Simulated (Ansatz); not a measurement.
**RbLuO2: stress in a strained cell**

RbLuO2 is deformed so: zz strain of +1 %. What stress and forces result, by LAPW, PAW and all-electron datasets made for the crystal?

Program: Ansatz 0.2.0. Level of theory: DFT PBEsol, scalar-relativistic. These are calculated values, not measurements.

### 1 Starting point

The structure is trigonal, space group R-3m (No. 166). Conventional cell: a = 3.400 Å, b = 3.400 Å, c = 19.150 Å, α = 90.00°, β = 90.00°, γ = 120.00°. Rb (site symmetry -3m) has 6 O at 2.88 Å in its first shell of neighbours. Lu (site symmetry -3m) is surrounded by 6 O at 2.24 Å. Around O (site symmetry 3m) lie 3 Lu at 2.24 Å and 3 Rb at 2.88 Å.

Structure file:

```cif
data_structure
_symmetry_space_group_name_H-M 'R-3m:H'
_symmetry_Int_Tables_number 166
_cell_length_a 3.4000
_cell_length_b 3.4000
_cell_length_c 19.1500
_cell_angle_alpha 90.000
_cell_angle_beta 90.000
_cell_angle_gamma 120.000
_cell_volume 191.72
loop_
_atom_site_label
_atom_site_type_symbol
_atom_site_symmetry_multiplicity
_atom_site_Wyckoff_symbol
_atom_site_fract_x
_atom_site_fract_y
_atom_site_fract_z
_atom_site_occupancy
Rb1 Rb 3 a 0.00000 0.00000 0.00000 1
Lu1 Lu 3 b 0.33333 0.66667 0.16667 1
O1 O 6 c 0.00000 0.00000 0.22300 1
```

The file gives the conventional cell by its symmetry; the runs use the cell typed in the input.

Atoms are numbered in the order of the input: Rb1, Lu2, O3, O4.

### 2 The deformed structure

Space group R-3m before, R-3m after.

### 3 Full-potential LAPW

input.yaml reads:

```yaml
crystal:
  lattice:
    - [1.7000007853, 0.981495911, 6.4471633]
    - [-1.7000007853, 0.981495911, 6.4471633]
    - [0.0, -1.962991822, 6.4471633]
  atoms:
    - { symbol: Rb, position: [0.0, 0.0, 0.0] }
    - { symbol: Lu, position: [0.5, 0.5, 0.5] }
    - { symbol: O, position: [0.223, 0.223, 0.223] }
    - { symbol: O, position: [0.777, 0.777, 0.777] }
kpoints:
  mp_grid: { grid: [10, 10, 10] }
  band_path:
    path:
      - [0.0, 0.0, 0.0]
      - [0.5, 0.5, 0.5]
      - [0.8178826252, 0.1821173748, 0.5]
      - [0.5, -0.1821173748, 0.1821173748]
      - [0.5, 0.0, 0.0]
      - [0.0, 0.0, 0.0]
      - [0.3410586874, -0.3410586874, 0.0]
      - [0.6589413126, 0.0, 0.3410586874]
      - [0.5, 0.0, 0.5]
    npoints: 5
scf:
  occupations: { method: fermi_dirac, width: 0.03 }
hamiltonian:
  xc: pbesol
  pseudopotentials: { kind: all_electron, lapw: { basis_error: 0.001 } }
output:
  forces: true
  stress: true
  eigenvalues: true
```

The run is started by

```sh
$ ansatz run input.yaml --threads 1 --pin off --max-ram 4096MiB --backend cpu --events-out ev --progress --plain --runs-dir out
```

### 4 PAW with frozen cores

input.yaml reads:

```yaml
crystal:
  lattice:
    - [1.7000007853, 0.981495911, 6.4471633]
    - [-1.7000007853, 0.981495911, 6.4471633]
    - [0.0, -1.962991822, 6.4471633]
  atoms:
    - { symbol: Rb, position: [0.0, 0.0, 0.0] }
    - { symbol: Lu, position: [0.5, 0.5, 0.5] }
    - { symbol: O, position: [0.223, 0.223, 0.223] }
    - { symbol: O, position: [0.777, 0.777, 0.777] }
kpoints:
  mp_grid: { grid: [10, 10, 10] }
scf:
  occupations: { method: fermi_dirac, width: 0.03 }
hamiltonian:
  xc: pbesol
  pseudopotentials: { kind: paw }
output:
  forces: true
  stress: true
  eigenvalues: true
  efg: { contact_densities: true }
  write_density: true
  write_potential: true
  elf: true
  volumetric_format: npy
```

### 5 Datasets made for this crystal

input.yaml: that of step 4 with these lines changed.

```diff
@@ -16,3 +16,3 @@
   xc: pbesol
-  pseudopotentials: { kind: paw }
+  pseudopotentials: { kind: all_electron, datasets: crystal }
 output:
@@ -22,5 +22 @@
   efg: { contact_densities: true }
-  write_density: true
-  write_potential: true
-  elf: true
-  volumetric_format: npy
```

(Steps that only read results are left out.)

What does the calculation give? Wanted: pressure; largest shear or deviatoric stress.

As calculated:

| quantity | value |
| --- | --- |
| pressure | LAPW 0.02, PAW 0.02, crystal datasets 0.02 GPa |
| largest shear or deviatoric stress (LAPW) | 0.32 GPa |

What this shows: The largest part of the stress beyond the pressure is 0.32 GPa in size, in the zz component; the atoms are carried along and not relaxed. No run of the undeformed cell stands beside it, so pressure and stress hold what the given cell had before the change, as far as its symmetry allows. PAW: stress within 0.01 GPa of LAPW, forces within 2 meV/Å. Crystal datasets: stress within 0.01 GPa of LAPW, forces within 1 meV/Å. Spin-orbit coupling is left out, though the cell holds Lu; in elements this heavy it can shift bands and gaps by tenths of an eV.

The gaps are Kohn-Sham values of a semilocal functional, not quasiparticle or optical gaps. Such gaps usually fall short of the measured ones.
